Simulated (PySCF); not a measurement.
# Ce(BH4)3: other functionals and bases at one geometry

Aim: see how levels, charges and forces of Ce(BH4)3 depend on the level of theory. The structure is generated, not taken from experiment.

The runs use PySCF 2.14.0; several levels, as the steps say, no spin–orbit coupling.

6 further runs of the same task are left out: 2 for a known fault of the program, 4 that didn't finish.

**1. Where the work starts**

16 atoms, charge 0, spin multiplicity 1.

Bond lengths: Ce1–B2 2.572 Å, Ce1–H4 2.371 Å, Ce1–H5 2.371 Å, Ce1–H6 2.400 Å, Ce1–B7 2.572 Å, Ce1–H9 2.371 Å, Ce1–H10 2.371 Å, Ce1–H11 2.400 Å, Ce1–B12 2.572 Å, Ce1–H14 2.371 Å, Ce1–H15 2.371 Å, Ce1–H16 2.400 Å, B2–H3 1.206 Å, B2–H4 1.259 Å, B2–H5 1.259 Å, B2–H6 1.250 Å, B7–H8 1.206 Å, B7–H9 1.259 Å and more. Angles: B2–Ce1–H4 29.2°, B2–Ce1–H5 29.2°, B2–Ce1–H6 28.9°, B2–Ce1–B7 120.0°, B2–Ce1–H9 102.9°, B2–Ce1–H10 102.9°, B2–Ce1–H11 148.9°, B2–Ce1–B12 120.0°, B2–Ce1–H14 130.6°, B2–Ce1–H15 130.6°, B2–Ce1–H16 91.1°, H4–Ce1–H5 49.6°, H4–Ce1–H6 49.8°, H4–Ce1–B7 130.6°, H4–Ce1–H9 103.6°, H4–Ce1–H10 126.0°, H4–Ce1–H11 151.1°, H4–Ce1–B12 102.9° and more.

Geometry (Å):

```xyz
16
charge 0, multiplicity 1
Ce    0.00000    0.00000    0.00000
B     2.57239    0.01144    0.00000
H     3.77820   -0.00802    0.00000
H     2.07283   -0.57655    0.99524
H     2.07283   -0.57655   -0.99524
H     2.09652    1.16720    0.00000
B    -1.29610    2.22204    0.00000
H    -1.88215    3.27603    0.00000
H    -0.53711    2.08340    0.99524
H    -0.53711    2.08340   -0.99524
H    -2.05909    1.23204    0.00000
B    -1.27629   -2.23347    0.00000
H    -1.89605   -3.26800    0.00000
H    -1.53572   -1.50685    0.99524
H    -1.53572   -1.50685   -0.99524
H    -0.03743   -2.39924    0.00000
```

Formal oxidation states: Ce +3. Each metal's 1 4f electrons lie in its core potential, so multiplicities, spins and levels count the valence alone. An earlier session relaxed this geometry at PBE0, Ce lcecp-1-SVP with ECP47, B def2-SVP, H def2-SVP (singlet, point group C3h).

At PBE0 on the finer grid: E = -113.854297 Eh, HOMO -9.38 eV, LUMO -2.88 eV, Mulliken charge on Ce1 +0.89 e, largest force component 0.007 eV/Å. 

Levels to run: M06-L; BLYP; TPSSh; revPBE; PBE0, TZVP. Hardware: 4 threads of Arm Neoverse V1, shared host.

**2. M06-L**

File run.py (the lines that set the calculation):

```python
mol = gto.M(atom='''
Ce     0.00000     0.00000     0.00000
B      2.57239     0.01144     0.00000
H      3.77820    -0.00802     0.00000
H      2.07283    -0.57655     0.99524
H      2.07283    -0.57655    -0.99524
H      2.09652     1.16720     0.00000
B     -1.29610     2.22204     0.00000
H     -1.88215     3.27603     0.00000
H     -0.53711     2.08340     0.99524
H     -0.53711     2.08340    -0.99524
H     -2.05909     1.23204     0.00000
B     -1.27629    -2.23347     0.00000
H     -1.89605    -3.26800     0.00000
H     -1.53572    -1.50685     0.99524
H     -1.53572    -1.50685    -0.99524
H     -0.03743    -2.39924     0.00000''',
    basis={'Ce': 'lcecp-1-SVP', 'B': 'def2-SVP', 'H': 'def2-SVP'},
    ecp={'Ce': 'lcecp-1-SVP'},
    charge=0, spin=0)
mf = dft.RKS(mol, xc='M06L')
mf.grids.atom_grid = (75, 302)  # f atoms: unpruned, at least (60, 302)
mf = mf.density_fit()  # fitting sets: Ce AutoAux, B def2-universal-JKFIT, H def2-universal-JKFIT
mf.conv_tol = 1e-08; mf.max_cycle = 55
mf.kernel(dm0)  # dm0: the density of the relaxed state
```

Started as:

```console
$ OMP_NUM_THREADS=4 python run.py
```

**3. BLYP**

run.py (the lines that set the calculation): that of step 2 with these lines changed.

```diff
@@ -20,3 +20,3 @@
     charge=0, spin=0)
-mf = dft.RKS(mol, xc='M06L')
+mf = dft.RKS(mol, xc='BLYP')
 mf.grids.atom_grid = (75, 302)  # f atoms: unpruned, at least (60, 302)
```

**4. TPSSh**

run.py (the lines that set the calculation): that of step 3 with these lines changed.

```diff
@@ -20,3 +20,3 @@
     charge=0, spin=0)
-mf = dft.RKS(mol, xc='BLYP')
+mf = dft.RKS(mol, xc='TPSSH')
 mf.grids.atom_grid = (75, 302)  # f atoms: unpruned, at least (60, 302)
```

**5. revPBE**

run.py (the lines that set the calculation): that of step 4 with these lines changed.

```diff
@@ -20,3 +20,3 @@
     charge=0, spin=0)
-mf = dft.RKS(mol, xc='TPSSH')
+mf = dft.RKS(mol, xc='PBE_R,PBE')
 mf.grids.atom_grid = (75, 302)  # f atoms: unpruned, at least (60, 302)
```

**6. PBE0, TZVP**

Basis: Ce lcecp-1-TZVP with ECP47, B def2-TZVP, H def2-TZVP. 

run.py (the lines that set the calculation): that of step 5 with these lines changed.

```diff
@@ -17,6 +17,6 @@
 H     -0.03743    -2.39924     0.00000''',
-    basis={'Ce': 'lcecp-1-SVP', 'B': 'def2-SVP', 'H': 'def2-SVP'},
-    ecp={'Ce': 'lcecp-1-SVP'},
+    basis={'Ce': 'lcecp-1-TZVP', 'B': 'def2-TZVP', 'H': 'def2-TZVP'},
+    ecp={'Ce': 'lcecp-1-TZVP'},
     charge=0, spin=0)
-mf = dft.RKS(mol, xc='PBE_R,PBE')
+mf = dft.RKS(mol, xc='PBE0')
 mf.grids.atom_grid = (75, 302)  # f atoms: unpruned, at least (60, 302)
@@ -24,2 +24,2 @@
 mf.conv_tol = 1e-08; mf.max_cycle = 55
-mf.kernel(dm0)  # dm0: the density of the relaxed state
+mf.kernel(dm0)  # dm0: free metal ions and neutral atoms
```

What does the calculation give? Wanted: for each run, HOMO; gap; charge on Ce1; dipole; largest force.

**Answer**, as computed:

| level | state | HOMO (eV) | gap (eV) | charge on Ce1 (e) | dipole (D) | largest force (eV/Å) | basis functions | time |
| --- | --- | --- | --- | --- | --- | --- | --- | --- |
| PBE0 (relaxed here) | singlet | -9.38 | 6.50 | 0.89 | 0.00 | 0.01 | 135 | 22 s |
| M06-L | singlet | -8.16 | 5.29 | 1.27 | 0.00 | 0.20 | 135 | 12 s |
| BLYP | singlet | -7.84 | 4.28 | 0.46 | 0.00 | 0.29 | 135 | 6.8 s |
| TPSSh | singlet | -8.76 | 5.65 | 0.93 | 0.00 | 0.22 | 135 | 12 s |
| revPBE | singlet | -7.94 | 4.48 | 0.62 | 0.00 | 0.21 | 135 | 6.9 s |
| PBE0, TZVP | singlet | -9.40 | 6.57 | 1.29 | 0.00 | 0.31 | 212 | 15 s |

Times are on 4 threads of Arm Neoverse V1, shared host; the first row also made further properties.

In one basis the HOMO–LUMO gap runs from 4.28 eV (BLYP) to 6.50 eV (PBE0). The largest leftover force, 0.31 eV/Å with PBE0, TZVP, stands at a geometry relaxed at another level. The Mulliken charge on Ce spans +0.46 to +1.29 e over the levels. With 4f in the core, its levels are missing from HOMO and gap. Total energies of different levels can't be compared. Spin–orbit coupling is left out throughout.
